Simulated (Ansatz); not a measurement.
# Pd: elastic constants

Aim: the elastic tensor from the stress of slightly strained cells, and the moduli that follow. Runs: cell and atoms relaxed (PAW); reference run (PAW); cell relaxed at 30 GPa (PAW); at 30 GPa (PAW).

Computed with Ansatz 0.2.0 (DFT r²SCAN, frozen-core PAW, scalar-relativistic unless said, unless a step's input says otherwise).

2 further runs of the same task are left out: 2 that didn't finish.

**1. The structure to begin with**

The structure is cubic, space group Fm-3m (No. 225). The conventional cell has a = 3.893 Å, b = 3.893 Å, c = 3.893 Å, α = 90.00°, β = 90.00°, γ = 90.00°. Pd (site symmetry m-3m) is surrounded by 12 Pd at 2.75 Å.

Coordinates:

```cif
data_structure
_symmetry_space_group_name_H-M 'Fm-3m'
_symmetry_Int_Tables_number 225
_cell_length_a 3.8930
_cell_length_b 3.8930
_cell_length_c 3.8930
_cell_angle_alpha 90.000
_cell_angle_beta 90.000
_cell_angle_gamma 90.000
_cell_volume 59.00
loop_
_atom_site_label
_atom_site_type_symbol
_atom_site_symmetry_multiplicity
_atom_site_Wyckoff_symbol
_atom_site_fract_x
_atom_site_fract_y
_atom_site_fract_z
_atom_site_occupancy
Pd1 Pd 4 a 0.00000 0.00000 0.00000 1
```

Cartesian axes are those of the input's lattice vectors. The structure goes back to a database entry.

**2. Cell and atoms relaxed, PAW**

input.yaml reads:

```yaml
crystal:
  lattice:
    - [0.0, 1.9465, 1.9465]
    - [1.9465, 0.0, 1.9465]
    - [1.9465, 1.9465, 0.0]
  atoms:
    - { symbol: Pd, position: [0.0, 0.0, 0.0] }
kpoints:
  mp_grid: { grid: [26, 26, 26] }
scf:
  occupations: { method: fermi_dirac, width: 0.08 }
hamiltonian:
  xc: r2scan
  pseudopotentials: { kind: paw }
relax:
  f_tol: 0.002
  max_steps: 80
  cell: {}
output:
  forces: true
  stress: true
```

The run is started by

```console
ansatz run input.yaml --threads 1 --pin off --max-ram 2560MiB --backend cpu --events-out ev --progress --plain --runs-dir out
```

**3. Reference run, PAW**

input.yaml reads:

```yaml
crystal:
  lattice:
    - [0.0, 1.9548080995, 1.9548080995]
    - [1.9548080995, 0.0, 1.9548080995]
    - [1.9548080995, 1.9548080995, 0.0]
  atoms:
    - { symbol: Pd, position: [0.0, 0.0, 0.0] }
kpoints:
  mp_grid: { grid: [26, 26, 26] }
scf:
  occupations: { method: fermi_dirac, width: 0.08 }
hamiltonian:
  xc: r2scan
  pseudopotentials: { kind: paw }
elastic:
  mode: relaxed_ion
  stencil: four_point
  amplitude: 0.005
```

**4. Cell relaxed at 30 GPa, PAW**

Edit input.yaml of step 3 so:

```diff
@@ -14,5 +14,8 @@
   pseudopotentials: { kind: paw }
-elastic:
-  mode: relaxed_ion
-  stencil: four_point
-  amplitude: 0.005
+relax:
+  f_tol: 0.002
+  max_steps: 80
+  cell: { p_target: 30 }
+output:
+  forces: true
+  stress: true
```

**6. At 30 GPa, PAW**

input.yaml reads:

```yaml
crystal:
  lattice:
    - [0.0, 1.8793430982, 1.8793430982]
    - [1.8793430982, 0.0, 1.8793430982]
    - [1.8793430982, 1.8793430982, 0.0]
  atoms:
    - { symbol: Pd, position: [0.0, 0.0, 0.0] }
kpoints:
  mp_grid: { grid: [26, 26, 26] }
scf:
  occupations: { method: fermi_dirac, width: 0.08 }
hamiltonian:
  xc: r2scan
  pseudopotentials: { kind: paw }
elastic:
  mode: relaxed_ion
  stencil: four_point
  amplitude: 0.005
```

(Steps that only read results are left out.)

Q: Predict the outcome of this session. Wanted: C11; C12; C44; bulk, shear and Young's modulus; Debye temperature from sound speeds; universal anisotropy index.

As calculated:

| quantity | value |
| --- | --- |
| C11 (PAW) | 215 GPa |
| C12 (PAW) | 168 GPa |
| C44 (PAW) | 70 GPa |
| bulk, shear and Young's modulus | 184, 45, 125 GPa |
| Debye temperature from sound speeds | 263 K |
| universal anisotropy index | 1.60 |

All eigenvalues are positive, so the crystal is mechanically stable; by PAW K = 184 and G = 45 GPa, K/G = 4.07, on the ductile side of Pugh's rough line at 1.75, which was drawn for metals. Young's modulus runs from 67 to 186 GPa with direction. At 30 GPa K rises to 336 GPa. Cautions: frozen-core PAW files fitted under PBE, their cores solved anew for the functional of the run; responses of metals move with mesh and smearing.
